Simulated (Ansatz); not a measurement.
# Cu in Ansatz: a series of runs

Aim: see how the results for Cu move with the level of theory and the settings. Levels: LDA, PBE. Tasks: relaxation of the atoms.

All numbers are computed with Ansatz 0.2.0; they aren't measurements. Logs are shortened: lines on timing, memory, paths and dates and some standing lists are left out, and cuts for length are marked.

## (1) The cell of the first run

The cell holds a slab with vacuum, 7 atoms: a = 2.556 Å, b = 2.556 Å, c = 25.845 Å, α = 90.00°, β = 90.00°, γ = 90.00°.

The slab is cut from a database's or a generator's crystal, which needn't be the stable form of the element.

## (2) Relaxation of the atoms, LDA (the (1 0 0) slab of Cu, cut from the database cell, not relaxed)

Input file input.yaml:

```yaml
crystal:
  lattice:
    - [2.556191014, 0.0, 0.0]
    - [0.0, 2.556191014, 0.0]
    - [0.0, 0.0, 25.845]
  atoms:
    - { symbol: Cu, position: [0.5, 0.5, 0.2901915264] }
    - { symbol: Cu, position: [0.0, 0.0, 0.3601276843] }
    - { symbol: Cu, position: [0.5, 0.5, 0.4300638421] }
    - { symbol: Cu, position: [0.0, 0.0, 0.5] }
    - { symbol: Cu, position: [0.5, 0.5, 0.5699361579] }
    - { symbol: Cu, position: [0.0, 0.0, 0.6398723157] }
    - { symbol: Cu, position: [0.5, 0.5, 0.7098084736] }
hamiltonian:
  xc: lda
  pseudopotentials: { kind: paw }
kpoints:
  mp_grid: { grid: [10, 10, 1] }
scf:
  occupations: { method: fermi_dirac, width: 0.05 }
output:
  forces: true
  eigenvalues: true
relax:
  f_tol: 0.02
  max_steps: 40
  constraints: [{ sites: [0, 1, 2] }]
efield:
  axis: 3
  dipole_correction: true
  ramp_width: 0.04
```

Potentials or basis: Ansatz PAW.

On the command line:

```bash
$ ansatz run input.yaml --threads 4 --pin off --max-ram 11264MiB --backend cpu --events-out ev --progress --plain --runs-dir out
```

What it wrote:

```text
Warning: RAYON_NUM_THREADS=4 ignored (pool sized by the plan → 4); use --threads N
Engine: ansatz 0.2.0, aarch64-unknown-linux-gnu
Pseudopotentials: kind: paw
Pseudopotential: Cu, paw, valence charge 19, recommended cutoff 420 eV (normal), Cu.paw.azcp
Functional definition: SPW92
  exchange = slater_x
  correlation = pw_c
Crystal: 7 atoms, lattice volume = 168.874 Å³
Basis set: ecut = 420 eV, 3339 PW (Γ)
Bands: 80, of which v1, the nominal top of the filled ones, is band 67 counted from 1 (66 counted from 0)
Symmetry: 8 space group operations
k-points: 21 of 100
Non-local potential: Cu, projectors of the file, l = 0: 3, l = 1: 2, l = 2: 3, l = 3: 1
PAW form: soft (Blöchl's): semilocal exchange-correlation on the pseudo side does not see the compensation charge
PAW frozen core: Cu, regenerated for the run's functional, and the local potential with it (the file was generated under x = pbe(κ = 0.804, μ = 0.2195149727645171), c = pbe(β = 0.06672455060314922))
PAW one-centre angular grid: Cu, 590 points (default); XC on 64 Gauss nodes
Initial density: superposition of atomic densities (neutral atoms: chi_scale 0, normalization atom), corrected by the library's trained network
Initial wavefunctions: pseudopotential atomic-orbital guess
Functional: x = slater, c = lda
SCF iter   1: F=—  HF=-45888.142878 eV  |F-HF|=—  |Δ(HF+E_count)|=         —  Δρ=1.70e-2  dr2=2.45e-1  ethr=1.77e-3  p=0.000 e·Å  D=9.29e-14 V/Å  ΔV_dip=-0.00 eV  dr2_dipole=2.30e-8  V_vac-E_F(+/−)=4.82/4.82 eV  ⟨swp⟩=7.3  Hψ=6806  notcnv=0  defer=33
efield: sawtooth ramp at fractional position 0.9800 (placed from the atoms, in the widest stretch of the axis that holds none; the zero of the levels goes with the place), width 0.0400; the density the first Hamiltonian is built on has a dipole p = 0.000 e·Å; the dipole correction subtracts the counter field D = 9.29e-14 V/Å, which shifts the + side's vacuum level by -0.00 eV against the − side's; the planar-averaged density in the ramp window peaks in size at 5.6e-5 e/Å³
preconditioner: auto → LDOS  [metal: Δε(μ)=0.084 eV  Ē_g=8.644 eV  σ=0.050 eV  W_gap=0.35  n_scr=48 (ndim 8)  ℏωp=25.1 eV  f_vac=0.478  D(μ)=2.86/eV (n_scr^D=14)  β→1.0]
SCF iter   2: F=—  HF=-45888.627629 eV  |F-HF|=—  |Δ(HF+E_count)|=   4.85e-1  Δρ=4.68e-2  dr2=1.98e0  ethr=1.84e-4  p=-0.000 e·Å  D=-1.11e-6 V/Å  ΔV_dip=0.00 eV  dr2_dipole=1.92e-8  V_vac-E_F(+/−)=5.10/5.10 eV  ⟨swp⟩=3.1  Hψ=4359  notcnv=0  defer=113  recentre
SCF iter   3: F=—  HF=-45888.091740 eV  |F-HF|=—  |Δ(HF+E_count)|=   5.36e-1  Δρ=2.96e-3  dr2=7.80e-3  ethr=1.84e-4  p=0.000 e·Å  D=8.35e-7 V/Å  ΔV_dip=-0.00 eV  dr2_dipole=4.38e-9  V_vac-E_F(+/−)=4.93/4.93 eV  ⟨swp⟩=3.0  Hψ=3842  notcnv=0  defer=113
SCF iter   4: F=—  HF=-45888.090790 eV  |F-HF|=—  |Δ(HF+E_count)|=   9.50e-4  Δρ=2.02e-3  dr2=4.19e-3  ethr=5.86e-6  p=0.000 e·Å  D=1.15e-6 V/Å  ΔV_dip=-0.00 eV  dr2_dipole=1.97e-12  V_vac-E_F(+/−)=4.93/4.93 eV  ⟨swp⟩=2.9  Hψ=3340  notcnv=0  defer=113
SCF iter   5: F=—  HF=-45888.090011 eV  |F-HF|=—  |Δ(HF+E_count)|=   7.79e-4  Δρ=3.24e-4  dr2=1.73e-4  ethr=3.15e-6  p=0.000 e·Å  D=6.79e-7 V/Å  ΔV_dip=-0.00 eV  dr2_dipole=5.18e-9  V_vac-E_F(+/−)=4.94/4.94 eV  ⟨swp⟩=2.0  Hψ=2428  notcnv=0  defer=113
SCF iter   6: F=—  HF=-45888.090002 eV  |F-HF|=—  |Δ(HF+E_count)|=   8.62e-6  Δρ=7.84e-5  dr2=1.89e-5  ethr=1.30e-7  p=0.000 e·Å  D=2.90e-7 V/Å  ΔV_dip=-0.00 eV  dr2_dipole=1.41e-9  V_vac-E_F(+/−)=4.95/4.95 eV  ⟨swp⟩=2.9  Hψ=2502  notcnv=0  defer=113
iter 7 did not close the SCF: its close was put off until two iterations running show no level that it waits for move by more than its bar (scf_convergence_deferred on its scf_iter line)
SCF iter   7: F=-45888.090002 eV  HF=-45888.090008 eV  |F-HF|=5.60e-6  |Δ(HF+E_count)|=   5.68e-6  Δρ=6.68e-5  dr2=8.95e-6  ethr=7.52e-9  p=0.000 e·Å  D=1.31e-7 V/Å  ΔV_dip=-0.00 eV  dr2_dipole=1.77e-10  V_vac-E_F(+/−)=4.95/4.95 eV  ⟨swp⟩=14.2  Hψ=8372  notcnv=0
iter 8 did not close the SCF: its close was put off until two iterations running show no level that it waits for move by more than its bar (scf_convergence_deferred on its scf_iter line)
SCF iter   8: F=-45888.090009 eV  HF=-45888.090010 eV  |F-HF|=7.07e-7  |Δ(HF+E_count)|=   1.63e-6  Δρ=2.62e-5  dr2=1.27e-6  ethr=6.73e-9  p=0.000 e·Å  D=7.23e-9 V/Å  ΔV_dip=-0.00 eV  dr2_dipole=3.56e-12  V_vac-E_F(+/−)=4.95/4.95 eV  ⟨swp⟩=6.2  Hψ=6306  notcnv=0
SCF iter   9: F=-45888.090010 eV  HF=-45888.090010 eV  |F-HF|=1.30e-8  |Δ(HF+E_count)|=   2.39e-7  Δρ=1.02e-5  dr2=1.94e-7  ethr=9.56e-10  p=0.000 e·Å  D=2.61e-8 V/Å  ΔV_dip=-0.00 eV  dr2_dipole=4.04e-12  V_vac-E_F(+/−)=4.95/4.95 eV  ⟨swp⟩=4.5  Hψ=5406  notcnv=0
SCF 1 converged in 9 iterations: F = -45888.090010 eV  dr2 = 1.94e-7
relax step   1: F+E_penalty+E_count = -45888.09000976 eV  Δ(F+E_penalty+E_count) = +0.000e0 eV  max|allowed force component| = 7.154e-1 eV/Å  Δτ_max = 0.0000 Å  (9 SCF iters, dr2 threshold 1.00e-5 eV, accepted)
Initial density: handed on by an earlier stage of this run
Initial wavefunctions: those handed on with the density
iter 1 solved again at ethr=5.01e-4 eV; its pass at ethr=3.10e-3 eV (dr2=6.67e-1 eV) is discarded
SCF iter   1: F=—  HF=-45888.327972 eV  |F-HF|=—  |Δ(HF+E_count)|=         —  Δρ=2.22e-2  dr2=7.16e-1  ethr=5.01e-4  p=0.000 e·Å  D=8.23e-6 V/Å  ΔV_dip=-0.00 eV  dr2_dipole=1.65e-1  V_vac-E_F(+/−)=4.90/4.90 eV  ⟨swp⟩=1.3  Hψ=6503  notcnv=0  defer=111
efield: sawtooth ramp at fractional position 0.9800 (handed on by an earlier solve), width 0.0400; the density the first Hamiltonian is built on has a dipole p = 0.000 e·Å; the dipole correction subtracts the counter field D = 8.23e-6 V/Å, which shifts the + side's vacuum level by -0.00 eV against the − side's; the planar-averaged density in the ramp window peaks in size at 3.5e-5 e/Å³
preconditioner: auto → LDOS  [metal: Δε(μ)=0.044 eV  Ē_g=8.847 eV  σ=0.050 eV  W_gap=0.21  n_scr=48 (ndim 8)  ℏωp=25.1 eV  f_vac=0.484  D(μ)=2.32/eV (n_scr^D=12)  β→1.0]
SCF iter   2: F=—  HF=-45888.499188 eV  |F-HF|=—  |Δ(HF+E_count)|=   1.71e-1  Δρ=3.60e-2  dr2=1.28e0  ethr=5.01e-4  p=-0.014 e·Å  D=-1.54e-2 V/Å  ΔV_dip=0.40 eV  dr2_dipole=3.03e-2  V_vac-E_F(+/−)=5.35/4.95 eV  ⟨swp⟩=3.1  Hψ=3715  notcnv=0  defer=111
[... 59 lines left out ...]
SCF converged after 3 iterations
Free energy (F): -45888.257071 eV
Harris-Foulkes:  -45888.257071 eV  (|F-HF|=1.14e-9)
Internal energy: -45888.237028 eV  (E = F + TS)
E sigma→0 (E₀):  -45888.247049 eV
Entropy (-TS):   -0.020043 eV (-2.863 meV/atom)
Fermi energy:    5.507643 eV
Dipole field:    D = 0.001309 V/Å  (p = 0.001222 e·Å, saw-weighted, corrected)
Work function:   Φ+ = 4.8992 eV   Φ− = 4.9330 eV
Levels:          The Fermi level and band energies are counted from a zero that moves with the ramp; work functions are not
--- Per-component energies (eV) ---
  E_band       = -3979.834873
  E_kinetic    = 2105.753120
  E_local      = -334607.846571  (includes V_loc(G=0)·N_el)
  E_nonlocal   = 2763.448777
  E_hartree    = 164868.740126
  E_xc         = -623.022710
  E_vxc        = -808.017101  (∫ρ·V_xc dr)
  E_paw        = -11156.231981  (= ΣΔE_a)
  E_vpaw       = -3170.696787  (= ΣTr[D̂ρ^β])
  E_aug_tail   = 0.001506  (compensation charges beyond the density's cutoff)
  E_efield     = 0.000001  (sawtooth field / dipole correction)
  E_vefield    = 0.032109  (∫n·V_field dr)
  E_ewald      = 130757.773083
  E_core_change = 3.147621  (= ΣΔE_core)
  E_smearing   = -0.020043  (= −TS)
  E_closure    = 0.000000  (closes the sum)
  Σ components = -45888.257071   (vs F -45888.257071, Δ=0.00e0)
--- Forces (eV/Å), atoms counted from 1 ---
  atom   1  Cu    -0.00000000     0.00000000     0.72916151
  atom   2  Cu     0.00000000     0.00000000    -0.23468001
  atom   3  Cu     0.00000000     0.00000000    -0.49903640
  atom   4  Cu     0.00000000     0.00000000     0.00206012
  atom   5  Cu    -0.00000000     0.00000000     0.00335421
  atom   6  Cu    -0.00000000     0.00000000    -0.00155349
  atom   7  Cu     0.00000000     0.00000000     0.00059426
  max |Σ_I F_I| component: 9.98e-5 eV/Å
--- Band table (eV; the first three rows and the last of 21) ---
  k-point 0: bands = ["-106.3777", "-106.3602", "-106.3447", "-106.2709", "-106.1966", "-105.8698", "-105.7564", "-64.2336", "-64.1920", "-64.1704", "-64.1704", "-64.1505", "-64.1505", "-64.1377", "-64.1175", "-64.1175", "-64.0861", "-64.0496", "-64.0496", "-64.0044", "-63.9815", "-63.9815", "-63.6795", "-63.6795", "-63.6609", "-63.5653", "-63.5653", "-63.5487", "-4.0757", "-3.2307", "-2.1794", "-0.8572", "0.1546", "0.4430", "0.6840", "0.8033", "1.1254", "1.4752", "1.8313", "2.2201", "2.2788", "2.2788", "2.4483", "2.5442", "2.5539", "2.5539", "2.8800", "2.8800", "3.0015", "3.0978", "3.1563", "3.2440", "3.2440", "3.2741", "3.3015", "3.3624", "3.4769", "3.4815", "3.6357", "3.6601", "3.6601", "3.8046", "3.9613", "3.9613", "4.0144", "4.0668", "4.0668", "4.0803", "4.7087", "6.1491", "7.3479", "10.1838", "10.5197", "11.3927", "12.7638", "13.9304", "15.8056", "16.1470", "18.3636", "18.3636"]
  k-point 1: bands = ["-106.3770", "-106.3595", "-106.3447", "-106.2704", "-106.1962", "-105.8694", "-105.7559", "-64.2318", "-64.1961", "-64.1722", "-64.1689", "-64.1615", "-64.1498", "-64.1327", "-64.1234", "-64.1180", "-64.0857", "-64.0549", "-64.0494", "-64.0039", "-63.9867", "-63.9812", "-63.6849", "-63.6791", "-63.6604", "-63.5708", "-63.5649", "-63.5483", "-3.8348", "-2.9984", "-1.9619", "-0.6683", "0.2994", "0.5708", "0.8197", "0.8694", "1.1789", "1.5173", "1.8428", "2.1483", "2.2585", "2.3086", "2.5287", "2.5326", "2.5656", "2.5996", "2.7233", "2.8094", "2.8202", "3.0638", "3.1120", "3.2071", "3.2191", "3.2760", "3.3139", "3.4093", "3.4272", "3.4319", "3.5357", "3.6632", "3.6976", "3.8085", "3.8124", "3.9489", "3.9537", "3.9960", "4.0384", "4.0879", "5.1641", "6.5949", "7.8384", "10.4131", "10.7638", "11.6144", "12.9943", "14.1112", "15.9878", "16.1989", "16.3916", "17.1700"]
  k-point 2: bands = ["-106.3751", "-106.3575", "-106.3447", "-106.2693", "-106.1950", "-105.8682", "-105.7547", "-64.2282", "-64.2074", "-64.1815", "-64.1762", "-64.1650", "-64.1475", "-64.1361", "-64.1297", "-64.1196", "-64.0866", "-64.0671", "-64.0487", "-64.0039", "-63.9995", "-63.9804", "-63.6990", "-63.6782", "-63.6592", "-63.5851", "-63.5639", "-63.5471", "-3.1322", "-2.3296", "-1.3562", "-0.1935", "0.6236", "0.8698", "1.0392", "1.1479", "1.3577", "1.6867", "1.9373", "2.0534", "2.2386", "2.3680", "2.4568", "2.5182", "2.5612", "2.6487", "2.6675", "2.6842", "2.6873", "2.8313", "2.8645", "3.0590", "3.1513", "3.1901", "3.2570", "3.3804", "3.3893", "3.4032", "3.4109", "3.4952", "3.6806", "3.7288", "3.7912", "3.9053", "3.9708", "4.0412", "4.0646", "4.5496", "6.0208", "7.5984", "8.9910", "11.0948", "11.4965", "12.2585", "12.9059", "13.6681", "13.7882", "14.6564", "14.9167", "16.3392"]
  k-point 20: bands = ["-106.3655", "-106.3450", "-106.3425", "-106.2618", "-106.1873", "-105.8604", "-105.7469", "-64.2337", "-64.2337", "-64.2065", "-64.2065", "-64.1871", "-64.1649", "-64.1618", "-64.1618", "-64.1587", "-64.1004", "-64.1004", "-64.0861", "-64.0324", "-64.0324", "-64.0010", "-63.7314", "-63.7314", "-63.6539", "-63.6177", "-63.6177", "-63.5402", "0.3368", "0.4094", "0.7397", "0.8611", "0.8611", "0.8783", "1.1148", "1.1653", "1.1653", "1.4695", "1.5592", "1.5592", "1.7149", "2.0565", "2.0565", "2.7436", "2.7436", "3.3638", "3.4146", "3.4146", "3.4208", "3.6398", "3.6834", "3.8291", "3.8800", "3.8846", "3.9005", "3.9096", "3.9383", "3.9566", "3.9566", "3.9943", "4.0561", "4.3346", "4.4498", "7.0924", "7.0924", "8.4186", "8.4186", "9.9126", "9.9126", "11.7718", "11.7718", "12.6385", "12.6580", "12.9580", "12.9961", "13.4235", "13.7101", "13.7532", "13.7532", "14.3310"]
--- Relaxed structure (6 steps of the walk, 6 accepted, 0 SCFs on fresh bases) ---
  F+E_penalty+E_count = -45888.25707064 eV   max|allowed force component| = 3.354e-3 eV/Å
  atoms:
    - { symbol: Cu, position: [0.5, 0.5, 0.2901915264] }
    - { symbol: Cu, position: [0.0, 0.0, 0.36012768430000003] }
    - { symbol: Cu, position: [0.5, 0.5, 0.4300638421] }
    - { symbol: Cu, position: [3.827462057374699e-32, 0.0, 0.4950288643077915] }
    - { symbol: Cu, position: [0.5, 0.5, 0.5602127301107657] }
    - { symbol: Cu, position: [-1.9325669640090755e-32, 0.0, 0.625742081728877] }
    - { symbol: Cu, position: [0.5, 0.5, 0.6886942278455007] }
```

Wall time 52 s (4 threads of Arm Neoverse V2, shared host); peak memory 0.66 GiB.

Results:

| Item | Value |
| --- | --- |
| Free energy | -45888.2571 eV |
| Energy gained by relaxing | 23.9 meV/atom |
| Ionic steps | 6 |
| Largest force after relaxing | 0.729 eV/Å |
| Band gap on the k mesh | none (metal or under the smearing width) |
| Work function of the upper face | 4.90 eV |
| Work function of the lower face | 4.93 eV |
| Dipole across the slab | 0.001 e·Å |

Forces on the atoms (eV/Å):
```
Cu   0.000  0.000  0.729
Cu   0.000  0.000 -0.235
Cu   0.000  0.000 -0.499
Cu   0.000  0.000  0.002
Cu   0.000  0.000  0.003
Cu   0.000  0.000 -0.002
Cu   0.000  0.000  0.001
```

The path:
```csv
step,energy change (eV),largest force (eV/Å)
1,0.0000,0.7154
2,-0.0958,0.7176
3,-0.1509,0.7213
4,-0.1653,0.7317
5,-0.1671,0.7292
6,-0.1671,0.7292
```

Final structure:
```
Cu
1.0
     2.55619    0.00000    0.00000
     0.00000    2.55619    0.00000
     0.00000    0.00000   25.84500
Cu
7
Direct
  0.50000 0.50000 0.29019
  0.00000 0.00000 0.36013
  0.50000 0.50000 0.43006
  0.00000 0.00000 0.49503
  0.50000 0.50000 0.56021
  0.00000 0.00000 0.62574
  0.50000 0.50000 0.68869
```

Levels at points of the mesh, in eV from the Fermi level:
```csv
k point,band 65,band 66,band 67,band 68,band 69,band 70
"(0.00, 0.00, 0.00)",-1.49,-1.44,-1.44,-1.43,-0.80,0.64
"(0.00, -0.50, 0.00)",-0.64,-0.48,-0.37,-0.28,-0.13,0.01
"(-0.50, -0.50, 0.00)",1.58,2.91,2.91,4.40,4.40,6.26
```

Caveat: the PAW data sets come from PBE, with cores solved anew for the run's functional, which leaves a small shift of forces and pressure.

(Part 1 of 2 ends here.)
